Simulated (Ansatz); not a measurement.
**C3H7B: basis-set convergence**

One table from this session's results is given with a row withheld; the runs are named, their logs left out.

Computed with Ansatz 0.2.0, Gaussian basis. Level: one geometry, several basis sets.

Levels to be run: PBE0-D4/def2-SVP; ωB97M-V/def2-SVP; PBE0-D4/def2-QZVPP; ωB97M-V/def2-QZVPP; the functionals' def2-TZVPP values are taken from earlier runs.

**Structure used throughout**

All runs share one geometry, relaxed beforehand with PBE0-D4 in a triple-zeta def2 set.

11 atoms, charge 0, spin multiplicity 1.

Atoms are counted from 1 here; the program's logs count them from 0.

Bond lengths: C1–B2 1.541 Å, C1–H5 1.101 Å, C1–H6 1.092 Å, C1–H7 1.092 Å, B2–C3 1.527 Å, B2–C4 1.527 Å, C3–C4 1.545 Å, C3–H8 1.087 Å, C3–H9 1.087 Å, C4–H10 1.087 Å, C4–H11 1.087 Å. Angles: B2–C1–H5 105.5°, B2–C1–H6 114.1°, B2–C1–H7 114.0°, H5–C1–H6 106.3°, H5–C1–H7 106.2°, H6–C1–H7 110.1°, C1–B2–C3 149.6°, C1–B2–C4 149.5°, C3–B2–C4 60.8°, B2–C3–C4 59.6°, B2–C3–H8 120.4°, B2–C3–H9 120.2°, C4–C3–H8 117.3°, C4–C3–H9 117.3°, H8–C3–H9 112.2°, B2–C4–C3 59.6°, B2–C4–H10 120.2°, B2–C4–H11 120.4° and more.

Set-up of the first run:

in.yaml

```yaml
crystal:
  periodic: [false, false, false]
  atoms:
    - {symbol: C, position_ang: [-0.775180, 1.437376, -0.502886]}
    - {symbol: B, position_ang: [-0.042428, 0.166084, -0.032383]}
    - {symbol: C, position_ang: [0.170679, -0.916373, 1.023391]}
    - {symbol: C, position_ang: [0.924091, -0.979621, -0.324052]}
    - {symbol: H, position_ang: [-1.686954, 1.082437, -1.006692]}
    - {symbol: H, position_ang: [-1.107929, 2.086162, 0.309896]}
    - {symbol: H, position_ang: [-0.223887, 2.018176, -1.245274]}
    - {symbol: H, position_ang: [-0.594220, -1.667259, 1.203508]}
    - {symbol: H, position_ang: [0.756988, -0.704324, 1.913779]}
    - {symbol: H, position_ang: [1.997272, -0.808075, -0.303808]}
    - {symbol: H, position_ang: [0.646866, -1.771584, -1.014878]}
basis:
  gaussian: {orbitals: def2-SVP}
hamiltonian: {xc: pbe0, dispersion: d4}
output: {orbitals: {seedname: orbitals}}
```

Started as:

```console
> ansatz run in.yaml --threads 2 --pin off --events-out ev --progress --plain --max-ram 4352MiB
```

Steps of the session up to this table: PBE0-D4 in def2-SVP; ωB97M-V in def2-SVP; PBE0-D4 in def2-QZVPP; ωB97M-V in def2-QZVPP.

One table of the session follows, with a row left open; its other results are not shown here.

It belongs to the step «Density functionals: the series». 

| functional | basis | HOMO (eV) |
| --- | --- | --- |
| PBE0-D4 | def2-SVP | ? |
| PBE0-D4 | def2-TZVPP | -6.93 |
| PBE0-D4 | def2-QZVPP | -6.94 |
| ωB97M-V | def2-SVP | -9.16 |
| ωB97M-V | def2-TZVPP | -9.22 |
| ωB97M-V | def2-QZVPP | -9.23 |

Q: Estimate the row for PBE0-D4, def2-SVP from the others.

**Answer.** HOMO (eV): -6.88. In the column «HOMO (eV)» it is the highest.
